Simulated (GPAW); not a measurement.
Write an ASE script for GPAW 26.7.0 that does the following.

```
Task                : band structure
Functional          : LDA
Potentials or basis : the program's PAW data sets (release 1.2.1) made for this functional
Cutoff              : 800 eV
Basis               : pw
k mesh              : 4 × 4 × 3
Occupations         : fermi-dirac, width 0.05 eV
Spin                : collinear spin, ferromagnetic start
Starting moments    : [0.0, 6.0, 6.0, 0.0, 0.0, 3.0, 0.0, 0.0, 0.0, 0.0, 0.0, 0.0, 0.0, 0.0, 0.0] μB
Ranks               : 4
Maxiter             : 150
Band path           : XGY,LGZ,NGM,RG
Band points         : 80
```

The system is NaTb2Sc2FeO9.

```
Na Tb Sc Fe O
1.0
     5.42601    0.00044   -0.00037
     2.63439    4.75129   -0.00020
     0.00358    0.01148    7.03800
Na Tb Sc Fe O
1 2 2 1 9
Direct
  0.01358 0.98502 0.00321
  0.71442 0.67452 0.33371
  0.34092 0.39840 0.62116
  0.67388 0.64947 0.85487
  0.32576 0.34142 0.14575
  0.01123 0.01834 0.50155
  0.88505 0.77301 0.62903
  0.14182 0.23756 0.39590
  0.12080 0.73894 0.30933
  0.38073 0.79651 0.59719
  0.65394 0.24328 0.37272
  0.53381 0.94447 0.06074
  0.93976 0.42977 0.06078
  0.38988 0.51683 0.91722
  0.87441 0.25246 0.69685
```

The cell was built by a generator and needn't be a form met in nature.

These files were run (other wordings do the same):

run.py

```python
from ase import Atoms
from ase.dft.bandgap import bandgap
from ase.io import write
from ase.units import GPa
from ase.parallel import parprint
from gpaw import GPAW, PW

atoms = Atoms(['Na', 'Tb', 'Tb', 'Sc', 'Sc', 'Fe', 'O', 'O', 'O', 'O', 'O', 'O', 'O', 'O', 'O'],
              cell=[[5.42601, 0.00044, -0.00037],
                    [2.63439, 4.75129, -0.0002],
                    [0.00358, 0.01148, 7.038]],
              scaled_positions=[[0.01358, 0.98502, 0.00321],
                                [0.71442, 0.67452, 0.33371],
                                [0.34092, 0.3984, 0.62116],
                                [0.67388, 0.64947, 0.85487],
                                [0.32576, 0.34142, 0.14575],
                                [0.01123, 0.01834, 0.50155],
                                [0.88505, 0.77301, 0.62903],
                                [0.14182, 0.23756, 0.3959],
                                [0.1208, 0.73894, 0.30933],
                                [0.38073, 0.79651, 0.59719],
                                [0.65394, 0.24328, 0.37272],
                                [0.53381, 0.94447, 0.06074],
                                [0.93976, 0.42977, 0.06078],
                                [0.38988, 0.51683, 0.91722],
                                [0.87441, 0.25246, 0.69685]],
              pbc=True)
atoms.set_initial_magnetic_moments([0.0, 6.0, 6.0, 0.0, 0.0, 3.0, 0.0, 0.0, 0.0, 0.0, 0.0, 0.0, 0.0, 0.0, 0.0])

calc = GPAW(mode=PW(800),
            xc='LDA',
            kpts={'size': (4, 4, 3), 'gamma': True},
            occupations={'name': 'fermi-dirac', 'width': 0.05},
            nbands=113,
            convergence={'density': 1e-05, 'energy': 1e-05},
            maxiter=150,
            txt='gpaw.txt')
atoms.calc = calc
energy = atoms.get_potential_energy()
forces = atoms.get_forces()
stress = atoms.get_stress()
calc.write('gs.gpw')
write('result.traj', atoms)
parprint(f'Energy: {energy:.6f} eV')
parprint('Forces (eV/A):')
parprint(forces.round(4))
parprint('Stress (GPa):', (stress / GPa).round(3))
parprint('Moments:', calc.get_magnetic_moments().round(3))
parprint('Fermi level:', round(calc.get_fermi_level(), 4), 'eV')
parprint(f'Gap: {bandgap(calc)[0]:.4f} eV, direct: {bandgap(calc, direct=True)[0]:.4f} eV')

path = atoms.cell.bandpath('XGY,LGZ,NGM,RG', npoints=80, eps=1e-4)
bs_calc = calc.fixed_density(kpts=path, symmetry='off', nbands=157,
                             convergence={'bands': 'CBM+6.0', 'eigenstates': 1e-6}, txt='bands.txt')
bs = bs_calc.band_structure()
bs.write('bs.json')
parprint(f'Gap on the path: {bandgap(bs_calc)[0]:.4f} eV')
```

Potentials or basis: the program's PAW data sets (release 1.2.1) made for this functional, pw.

Launch:

```sh
$ OMP_NUM_THREADS=1 mpirun -n 4 gpaw python run.py
```

It gave:

```
Pressure                : -11.0 GPa
Largest force           : 0.660 eV/Å
Band gap on the k mesh  : 0.04 eV, indirect (least direct gap 0.05 eV)
Band gap along the path : 0.04 eV, indirect (least direct gap 0.05 eV)
Net moment              : 15.00 μB per cell
Site moments            : Na +0.00; Tb +5.98, +5.99; Sc -0.00; Fe +1.95; O +0.05, +0.08, +0.07, +0.02, +0.04, +0.03, +0.14 μB
```

Caveat: one-centre terms of the f shell are cut off; the magnetic or orbital state may not be the lowest; spin-orbit coupling is left out, which moves the levels of the heavy elements; a cell with one magnetic atom can't hold antiferromagnetic order, which such compounds often take; without U or exact exchange the open f shell lies at the Fermi level, which spoils levels, moments and volumes.

It took 37 min on 4 MPI ranks on Intel(R) Xeon(R) Platinum 8375C CPU @ 2.90GHz (Ice Lake) (shared host), peak memory 1.9 GiB a rank.
